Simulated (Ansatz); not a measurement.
# SiNH2Cl2 (SMILES [NH][SiH](Cl)Cl) at ROHF/cc-pVDZ (density fitting with def2-universal-jkfit, nuclear model gaussian)

What is the energy difference between two shapes of SiNH2Cl2 at ROHF/cc-pVDZ (density fitting with def2-universal-jkfit, nuclear model gaussian)? 

The results are computed with Ansatz 0.2.0.

1 further run of the same task is left out (for a known fault of the program).

## 1. Starting point

SiNH2Cl2 has 6 atoms, charge 0, and is taken as a doublet. SMILES: `[NH][SiH](Cl)Cl`. The shape is that of a PBE0-D4/def2-TZVP optimisation. This is one conformer, not always the lowest.

Bond lengths: N1–Si2 1.734 Å, Si2–Cl3 2.043 Å, Si2–Cl4 2.043 Å, N1–H5 1.023 Å, Si2–H6 1.469 Å. Angles: N1–Si2–Cl3 109.1°, N1–Si2–Cl4 109.2°, Cl3–Si2–Cl4 110.5°, N1–Si2–H6 110.8°, Cl3–Si2–H6 108.6°, Cl4–Si2–H6 108.6°, Si2–N1–H5 113.3°.

## 2. A single-point energy at ROHF/cc-pVDZ (density fitting with def2-universal-jkfit, nuclear model gaussian)

Contents of input.yaml:

```yaml
crystal:
  periodic: [false, false, false]
  atoms:
    - symbol: "N"
      position_ang: [1.403700, -0.215500, -0.163600]
    - symbol: Si
      position_ang: [-0.241000, 0.041900, 0.320800]
    - symbol: Cl
      position_ang: [-0.912300, 1.791200, -0.492500]
    - symbol: Cl
      position_ang: [-1.382400, -1.527300, -0.317200]
    - symbol: H
      position_ang: [1.520600, -0.288300, -1.176900]
    - symbol: H
      position_ang: [-0.346400, 0.133900, 1.783200]
basis:
  gaussian:
    orbitals: cc-pVDZ
    fitting: {mean_field: def2-universal-jkfit}
    nuclear_model: gaussian
scf: {omitted_lower_state_checks: [increment]}
accuracy: high
hamiltonian: {xc: hf}
output: {orbitals: {seedname: orbitals}}
magnetization: {spin_polarized: false, initial_magnetization: 1}
```

On the command line:

```sh
$ ansatz run input.yaml --threads 1 --pin off --max-ram 2610MiB --events-out events.jsonl --progress --plain --runs-dir runs
```

The program printed:

```text
Warning: RAYON_NUM_THREADS=1 ignored (pool sized by the plan → 1); use --threads N
Functional definition: HF
  name "HF"
  exchange = exact_x
  correlation = 0
these checks for a lower state are left out or cut short: increment
497 factors; integrals over basis functions are off by at most 3.1e-1 eV
mean field evaluation 1: about -34383.1737 eV, gradient 2.2e1 eV
mean field evaluation 2: about -34384.7433 eV, gradient 1.0e1 eV
mean field evaluation 4: about -34385.1170 eV, gradient 5.2e-1 eV
mean field evaluation 8: about -34287.1881 eV, gradient 2.6e2 eV
mean field evaluation 16: about -34384.8203 eV, gradient 1.2e0 eV
mean field evaluation 32: about -34384.6693 eV, gradient 1.8e0 eV
mean field -34385.11847959 eV, -1263.6297970545 hartree, gradient 1.4e-8 eV, S^2 0.750000; 0 other end points of the search recorded, 0 dependent functions left out
reference -34385.11847959 eV, -1263.6297970545 hartree; 29, 28 occupied and 49, 50 virtual orbitals, 497 factors
Total energy: -34385.11847959 eV, -1263.6297970545 hartree
Checks for a lower state left out: increment
```

It took 2.2 s on 1 thread of Arm Neoverse V1, shared host.

## 3. The distorted shape at the same level

Contents of input.yaml:

```yaml
crystal:
  periodic: [false, false, false]
  atoms:
    - symbol: "N"
      position_ang: [1.396835, -0.192528, -0.202127]
    - symbol: Si
      position_ang: [-0.267024, 0.029987, 0.259302]
    - symbol: Cl
      position_ang: [-0.937797, 1.745078, -0.544591]
    - symbol: Cl
      position_ang: [-1.442639, -1.502166, -0.265444]
    - symbol: H
      position_ang: [1.493681, -0.293211, -1.139406]
    - symbol: H
      position_ang: [-0.268782, 0.121041, 1.639637]
basis:
  gaussian:
    orbitals: cc-pVDZ
    fitting: {mean_field: def2-universal-jkfit}
    nuclear_model: gaussian
scf: {omitted_lower_state_checks: [increment]}
accuracy: high
hamiltonian: {xc: hf}
output: {orbitals: {seedname: orbitals}}
magnetization: {spin_polarized: false, initial_magnetization: 1}
```

On the command line:

```sh
$ ansatz run input.yaml --threads 1 --pin off --max-ram 2610MiB --events-out events.jsonl --progress --plain --runs-dir runs
```

The program printed:

```text
Warning: RAYON_NUM_THREADS=1 ignored (pool sized by the plan → 1); use --threads N
[... 4 set-up lines as earlier in the session ...]
these checks for a lower state are left out or cut short: increment
497 factors; integrals over basis functions are off by at most 2.8e-1 eV
mean field evaluation 1: about -34382.7641 eV, gradient 2.3e1 eV
mean field evaluation 2: about -34384.3886 eV, gradient 1.1e1 eV
mean field evaluation 4: about -34384.8113 eV, gradient 5.1e-1 eV
mean field evaluation 8: about -34384.8132 eV, gradient 1.4e-8 eV
mean field evaluation 16: about -34384.4373 eV, gradient 1.3e0 eV
mean field evaluation 32: about -34382.7634 eV, gradient 1.8e1 eV
mean field evaluation 64: about -34383.5986 eV, gradient 7.0e-2 eV
mean field -34384.81317481 eV, -1263.6185773108 hartree, gradient 1.4e-8 eV, S^2 0.750000; 0 other end points of the search recorded, 0 dependent functions left out
reference -34384.81317481 eV, -1263.6185773108 hartree; 29, 28 occupied and 49, 50 virtual orbitals, 497 factors
Total energy: -34384.81317481 eV, -1263.6185773108 hartree
Checks for a lower state left out: increment
```

Wall time 2.4 s (1 thread of Arm Neoverse V1, shared host).

## 4. Results

Level: ROHF/cc-pVDZ (density fitting with def2-universal-jkfit, nuclear model gaussian).

```
                              quantity           value
             first shape: total energy  -1263.62980 Eh
                     first shape: ⟨S²⟩           0.750
         distorted shape: total energy  -1263.61858 Eh
                 distorted shape: ⟨S²⟩           0.750
energy change with the atoms displaced        0.305 eV
```

In words: With the atoms displaced the energy rises by 0.31 eV (29.5 kJ/mol). The first shape isn't relaxed at this level, so the change isn't measured from a minimum.
